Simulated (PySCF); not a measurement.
# Si3H8O (SMILES [SiH3]O[SiH2][SiH3]) at 6 levels

Wanted: a comparison of 6 runs (BHLYP/cc-pVDZ, CAM-B3LYP/cc-pVDZ, PBE/cc-pVDZ, TPSS/cc-pVDZ, revPBE/cc-pVDZ, CCSD(T)/cc-pVDZ) of Si3H8O. Input form: a Python script.

The calculation is run with PySCF 2.14.0.

1 further run of the same task is left out (set aside as unsound or not needed).

## Step 1: The structure to begin with

The species is Si3H8O (12 atoms), meant as a singlet with charge 0. As SMILES, `[SiH3]O[SiH2][SiH3]`. The coordinates come from a PBE0-D4/def2-TZVP relaxation. This is one conformer, not always the lowest.

Bond lengths: Si1–O2 1.634 Å, O2–Si3 1.640 Å, Si3–Si4 2.347 Å, Si1–H5 1.489 Å, Si1–H6 1.484 Å, Si1–H7 1.484 Å, Si3–H8 1.488 Å, Si3–H9 1.488 Å, Si4–H10 1.488 Å, Si4–H11 1.488 Å, Si4–H12 1.489 Å. Some angles: Si1–O2–Si3 145.7°, O2–Si3–Si4 111.8°, O2–Si1–H5 109.8°, O2–Si1–H6 109.3°, O2–Si1–H7 109.4°, O2–Si3–H8 108.6°, O2–Si3–H9 108.8°, Si4–Si3–H8 109.8°, Si4–Si3–H9 109.8°, Si3–Si4–H10 111.0°.

## Step 2: A single-point energy at BHLYP/cc-pVDZ (run 1)

The input, job.py:

```python
from pyscf import gto, dft

mol = gto.M(
    atom='''
Si    -1.607212     3.779263    -0.163083
O     -0.801433     1.602866     1.873286
Si     0.425377    -1.217928     2.255388
Si     1.418806    -3.118237    -1.627432
H     -1.087726     2.879943    -2.777330
H     -4.343535     4.332386     0.103557
H     -0.127179     6.110429     0.327867
H     -1.415783    -2.816448     3.655675
H      2.748040    -0.988894     3.824428
H      3.305320    -1.589449    -3.046050
H     -0.878156    -3.412467    -3.223306
H      2.508800    -5.665777    -1.138560
''',
    basis='cc-pvdz',
    charge=0,
    spin=0,
    verbose=3,
    unit='bohr',
    max_memory=1860,
)

ks = dft.RKS(mol, xc='bhandhlyp')
ks.grids.level = 5
ks.conv_tol = 1e-10
ks.kernel()
if not ks.converged:
    ks = ks.newton().run(ks.mo_coeff, ks.mo_occ)

energy = ks.e_tot
print(f'total energy: {energy:.8f} hartree')
```

Launch:

```sh
$ OMP_NUM_THREADS=1 python job.py
```

The log of the run:

```text
converged SCF energy = -948.515816482311
total energy: -948.51581648 hartree
```

It took 30 s on 1 thread of Arm Neoverse V2, shared host; peak memory 0.58 GiB.

## Step 3: The energy at CAM-B3LYP/cc-pVDZ (run 2)

The input, input.py:

```python
# [SiH3]O[SiH2][SiH3]
from pyscf import gto, dft

mol = gto.Mole()
mol.atom = '''
Si    -0.850500     1.999900    -0.086300
O     -0.424100     0.848200     0.991300
Si     0.225100    -0.644500     1.193500
Si     0.750800    -1.650100    -0.861200
H     -0.575600     1.524000    -1.469700
H     -2.298500     2.292600     0.054800
H     -0.067300     3.233500     0.173500
H     -0.749200    -1.490400     1.934500
H      1.454200    -0.523300     2.023800
H      1.749100    -0.841100    -1.611900
H     -0.464700    -1.805800    -1.705700
H      1.327600    -2.998200    -0.602500
'''
mol.verbose = 3
mol.basis = 'cc-pvdz'
mol.max_memory = 1860
mol.build()

mf = dft.RKS(mol, xc='cam-b3lyp')
mf.grids.level = 5
mf.conv_tol = 1e-10
mf.kernel()
if not mf.converged:
    mf = mf.newton().run(mf.mo_coeff, mf.mo_occ)

energy = mf.e_tot
print(f'total energy: {energy:.8f} hartree')
```

Launch:

```sh
$ OMP_NUM_THREADS=1 python input.py
```

The log of the run:

```text
converged SCF energy = -948.533711038833
total energy: -948.53371104 hartree
```

Run time: 51 s. Hardware: 1 thread of Arm Neoverse V2, shared host; peak memory 0.58 GiB.

Run 3 isn't shown in full; the table further down has it.

## Step 4: The energy at TPSS/cc-pVDZ (run 4)

The input, input.py:

```python
from pyscf import gto, dft

mol = gto.Mole()
mol.atom = [
    ('Si', (-0.850500, 1.999900, -0.086300)),
    ('O', (-0.424100, 0.848200, 0.991300)),
    ('Si', (0.225100, -0.644500, 1.193500)),
    ('Si', (0.750800, -1.650100, -0.861200)),
    ('H', (-0.575600, 1.524000, -1.469700)),
    ('H', (-2.298500, 2.292600, 0.054800)),
    ('H', (-0.067300, 3.233500, 0.173500)),
    ('H', (-0.749200, -1.490400, 1.934500)),
    ('H', (1.454200, -0.523300, 2.023800)),
    ('H', (1.749100, -0.841100, -1.611900)),
    ('H', (-0.464700, -1.805800, -1.705700)),
    ('H', (1.327600, -2.998200, -0.602500)),
]
mol.basis = 'cc-pvdz'
mol.verbose = 3
mol.charge = 0
mol.max_memory = 1860
mol.build()

calc0 = dft.RKS(mol)
calc0.xc = 'tpss'
calc0.grids.level = 5
calc0.conv_tol = 1e-10
calc0.kernel()
if not calc0.converged:
    calc0 = calc0.newton().run(calc0.mo_coeff, calc0.mo_occ)

etot = calc0.e_tot
print('E(%s) = %.9f' % ('TPSS', etot))
```

Launch:

```sh
$ OMP_NUM_THREADS=1 python input.py
```

The log of the run:

```text
converged SCF energy = -948.64848796593
E(TPSS) = -948.648487966
```

Run time: 67 s. Hardware: 1 thread of Arm Neoverse V2, shared host; peak memory 0.59 GiB.

Run 5 isn't shown in full; the table further down has it.

## Step 5: A single-point energy at CCSD(T)/cc-pVDZ (run 6)

The input, input.py:

```python
from pyscf import gto, scf, cc

mol = gto.M(
    atom='''
Si    -1.607212     3.779263    -0.163083
O     -0.801433     1.602866     1.873286
Si     0.425377    -1.217928     2.255388
Si     1.418806    -3.118237    -1.627432
H     -1.087726     2.879943    -2.777330
H     -4.343535     4.332386     0.103557
H     -0.127179     6.110429     0.327867
H     -1.415783    -2.816448     3.655675
H      2.748040    -0.988894     3.824428
H      3.305320    -1.589449    -3.046050
H     -0.878156    -3.412467    -3.223306
H      2.508800    -5.665777    -1.138560
''',
    unit='bohr',
    verbose=3,
    charge=0,
    max_memory=1860,
    basis='cc-pvdz',
)

mf = scf.RHF(mol)
mf.conv_tol = 1e-10
mf.kernel()
if not mf.converged:
    mf = mf.newton().run(mf.mo_coeff, mf.mo_occ)

mycc = cc.CCSD(mf, frozen=16)
mycc.kernel()
e_t = mycc.ccsd_t()
e_tot = mycc.e_tot + e_t
print('Final energy', e_tot)
```

Launch:

```sh
$ OMP_NUM_THREADS=1 python input.py
```

The log of the run:

```text
converged SCF energy = -946.377820268197
E(CCSD) = -946.933529645537  E_corr = -0.5557093773396959
CCSD(T) correction = -0.0127621201394876
Final energy -946.9462917656765
```

Run time: 62 s. Hardware: 1 thread of Arm Neoverse V2, shared host; peak memory 0.67 GiB.

## Step 6: The series

| run | level | integration grid | frozen core orbitals | energy (Eh) | dipole moment (D) of the reference | HOMO energy (eV) | LUMO energy (eV) | wall time |
| --- | --- | --- | --- | --- | --- | --- | --- | --- |
| 1 | BHLYP/cc-pVDZ | 5 | – | -948.515816 | 0.34 | -9.00 | 0.71 | 30 s |
| 2 | CAM-B3LYP/cc-pVDZ | 5 | – | -948.533711 | 0.32 | -9.17 | 0.86 | 51 s |
| 3 | PBE/cc-pVDZ | 5 | – | -947.992151 | 0.26 | -6.68 | -1.14 | 36 s |
| 4 | TPSS/cc-pVDZ | 5 | – | -948.648488 | 0.26 | -6.86 | -0.94 | 67 s |
| 5 | revPBE/cc-pVDZ | 5 | – | -948.332725 | 0.26 | -6.66 | -1.03 | 35 s |
| 6 | CCSD(T)/cc-pVDZ | – | 16 | -946.946292 | 0.38 | -10.74 | 3.07 | 62 s |

## Step 7: Outcome

| quantity | value |
| --- | --- |
| run 6: total energy | -946.94629 Eh |
| run 6: dipole moment (Hartree–Fock density) | 0.38 D |
| run 6: HOMO energy (Hartree–Fock orbitals) | -10.74 eV |
| run 6: LUMO energy (Hartree–Fock orbitals) | 3.07 eV |
| run 6: HOMO–LUMO gap (Hartree–Fock orbitals) | 13.81 eV |
| run 6: correlation energy (16 core orbitals frozen) | -568.5 mEh |
| run 6: (T) correction | -12.76 mEh |
| run 6: T1 diagnostic | 0.012 |

In words: Over runs 1, 2, 3, 4, 5 the dipole moment (its size) runs from 0.26 D (TPSS/cc-pVDZ) to 0.34 D (BHLYP/cc-pVDZ). Over runs 1, 2, 3, 4, 5 the HOMO–LUMO gap runs from 5.54 eV (PBE/cc-pVDZ) to 10.02 eV (CAM-B3LYP/cc-pVDZ). Totals of different functionals can't be ranked against each other. All runs together took 4.7 min, the longest 67 s.
